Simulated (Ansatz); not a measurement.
# C2H8AlFSi: how energies converge with the basis set

One table from this session's results is given with a row withheld; the runs are named, their logs left out.

Program: Ansatz 0.2.0, Gaussian basis. Level of theory: one geometry, several basis sets. These are calculated values, not measurements.

Levels to be run: PBE0-D4/def2-SVP; ωB97M-V/def2-SVP; PBE0-D4/def2-QZVPP; ωB97M-V/def2-QZVPP; the functionals' def2-TZVPP values are taken from earlier runs.

## Structure used throughout

The geometry comes from an earlier relaxation with PBE0-D4 in a triple-zeta def2 set; it is a stationary point, not always the lowest conformer.

SMILES `C[Si](C)(F)[AlH2]`, 13 atoms, charge 0, spin multiplicity 1.

Atoms are counted from 1 here; the program's logs count them from 0.

Bond lengths: C1–Si2 1.870 Å, C1–H6 1.094 Å, C1–H7 1.092 Å, C1–H8 1.094 Å, Si2–C3 1.868 Å, Si2–F4 1.624 Å, Si2–Al5 2.484 Å, C3–H9 1.094 Å, C3–H10 1.092 Å, C3–H11 1.094 Å, Al5–H12 1.593 Å, Al5–H13 1.592 Å. Angles: Si2–C1–H6 110.5°, Si2–C1–H7 111.5°, Si2–C1–H8 110.7°, H6–C1–H7 108.2°, H6–C1–H8 107.9°, H7–C1–H8 108.0°, C1–Si2–C3 109.6°, C1–Si2–F4 106.7°, C1–Si2–Al5 113.1°, C3–Si2–F4 106.7°, C3–Si2–Al5 113.9°, F4–Si2–Al5 106.3°, Si2–C3–H9 110.3°, Si2–C3–H10 111.6°, Si2–C3–H11 110.7°, H9–C3–H10 107.7°, H9–C3–H11 108.1°, H10–C3–H11 108.3° and more.

Set-up of the first run:

Contents of in.yaml:

```yaml
crystal:
  periodic: [false, false, false]
  atoms:
    - {symbol: C, position_ang: [-1.771979, 0.114796, -0.210684]}
    - {symbol: Si, position_ang: [0.085651, 0.157292, -0.417006]}
    - {symbol: C, position_ang: [0.759167, -1.584911, -0.403392]}
    - {symbol: F, position_ang: [0.377246, 0.758846, -1.896740]}
    - {symbol: Al, position_ang: [1.209544, 1.683115, 1.188225]}
    - {symbol: H, position_ang: [-2.228411, -0.510683, -0.983726]}
    - {symbol: H, position_ang: [-2.206038, 1.114678, -0.280525]}
    - {symbol: H, position_ang: [-2.043493, -0.303446, 0.763281]}
    - {symbol: H, position_ang: [0.582236, -2.053542, 0.569294]}
    - {symbol: H, position_ang: [1.835406, -1.602246, -0.589095]}
    - {symbol: H, position_ang: [0.269437, -2.194953, -1.168033]}
    - {symbol: H, position_ang: [2.359845, 1.169647, 2.163727]}
    - {symbol: H, position_ang: [0.791789, 3.216608, 1.279574]}
basis:
  gaussian: {orbitals: def2-SVP}
hamiltonian: {xc: pbe0, dispersion: d4}
output: {orbitals: {seedname: orbitals}}
```

Launch:

```bash
$ ansatz run in.yaml --threads 4 --pin off --events-out ev --progress --plain --max-ram 10444MiB
```

Steps of the session up to this table: PBE0-D4 in def2-SVP; ωB97M-V in def2-SVP; PBE0-D4 in def2-QZVPP; ωB97M-V in def2-QZVPP.

One table of the session follows, with a row left open; its other results are not shown here.

```
functional       basis  HOMO (eV)  LUMO (eV)
   PBE0-D4    def2-SVP      -7.07      -2.05
   PBE0-D4  def2-TZVPP      -7.09      -2.07
   PBE0-D4  def2-QZVPP      -7.10      -2.09
   ωB97M-V    def2-SVP          ?          ?
   ωB97M-V  def2-TZVPP      -9.09      -0.45
   ωB97M-V  def2-QZVPP      -9.10      -0.55
```

Estimate the missing values for ωB97M-V, def2-SVP.

**Answer.** HOMO (eV): -9.04; LUMO (eV): -0.36. In the column «HOMO (eV)» it lies between ωB97M-V, def2-TZVPP (-9.09) and PBE0-D4, def2-QZVPP (-7.10).
